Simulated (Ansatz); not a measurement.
# Ag: stress in a strained cell

Aim: deform Ag (equal xy, yz and zx engineering shear strains of -2 %) and compute stress, forces and field gradients with LAPW, PAW and all-electron datasets made for the crystal.

Computed with Ansatz 0.2.0 (DFT PBEsol, scalar-relativistic, unless a step's input says otherwise).

## (1) The starting structure

It takes space group Fm-3m (No. 225, cubic). The conventional cell has a = 4.086 Å, b = 4.086 Å, c = 4.086 Å, α = 90.00°, β = 90.00°, γ = 90.00°. Ag (site symmetry m-3m) has 12 Ag at 2.89 Å as nearest neighbours.

Structure file:

```xyz
1
Lattice="0.0000 2.0431 2.0431 2.0431 0.0000 2.0431 2.0431 2.0431 0.0000" Properties=species:S:1:pos:R:3 pbc="T T T"
Ag    0.0000    0.0000    0.0000
```

## (2) The deformed structure

Space group Fm-3m before, R-3m after.

## (3) All-electron LAPW

input.yaml reads:

```yaml
crystal:
  lattice:
    - [-0.040862, 2.022669, 2.022669]
    - [2.022669, -0.040862, 2.022669]
    - [2.022669, 2.022669, -0.040862]
  atoms:
    - { symbol: Ag, position: [0.0, 0.0, 0.0] }
kpoints:
  mp_grid: { grid: [15, 15, 15] }
  band_path:
    path:
      - [0.0, 0.0, 0.0]
      - [0.5, 0.5, 0.5]
      - [0.2551801333, 0.5, 0.7448198667]
      - [-0.2551801333, 0.2551801333, 0.5]
      - [0.0, 0.0, 0.5]
      - [0.0, 0.0, 0.0]
      - [-0.3775900666, 0.0, 0.3775900666]
      - [0.0, 0.3775900666, 0.6224099334]
      - [0.0, 0.5, 0.5]
    npoints: 5
scf:
  occupations: { method: fermi_dirac, width: 0.03 }
hamiltonian:
  xc: pbesol
  pseudopotentials: { kind: all_electron, lapw: { basis_error: 0.0005 } }
output:
  forces: true
  stress: true
  eigenvalues: true
```

Started as:

```bash
ansatz run input.yaml --threads 1 --pin off --max-ram 3072MiB --backend cpu --events-out ev --progress --plain --runs-dir out
```

## (4) Frozen-core PAW

input.yaml reads:

```yaml
crystal:
  lattice:
    - [-0.040862, 2.022669, 2.022669]
    - [2.022669, -0.040862, 2.022669]
    - [2.022669, 2.022669, -0.040862]
  atoms:
    - { symbol: Ag, position: [0.0, 0.0, 0.0] }
kpoints:
  mp_grid: { grid: [15, 15, 15] }
scf:
  occupations: { method: fermi_dirac, width: 0.03 }
hamiltonian:
  xc: pbesol
  pseudopotentials: { kind: paw }
output:
  forces: true
  stress: true
  eigenvalues: true
  efg: { contact_densities: true }
```

## (5) All-electron PAW on datasets made for the crystal

input.yaml, as its differences from that of step 4:

```diff
@@ -13,3 +13,3 @@
   xc: pbesol
-  pseudopotentials: { kind: paw }
+  pseudopotentials: { kind: all_electron, datasets: crystal }
 output:
```

(Steps that only read results are left out.)

Before running it: what results should come out? Wanted: pressure; largest shear or deviatoric stress.

**Answer**, as computed:

| quantity | value |
| --- | --- |
| pressure | LAPW -2.58, PAW -2.56, crystal datasets -2.58 GPa |
| largest shear or deviatoric stress (LAPW) | 0.57 GPa |

**Reading.** The largest part of the stress beyond the pressure is 0.57 GPa in size. No run of the undeformed cell stands beside it, so the pressure holds what the given cell had before the change. PAW: stress within 0.02 GPa of LAPW. Crystal datasets: stress within 0.01 GPa of LAPW.
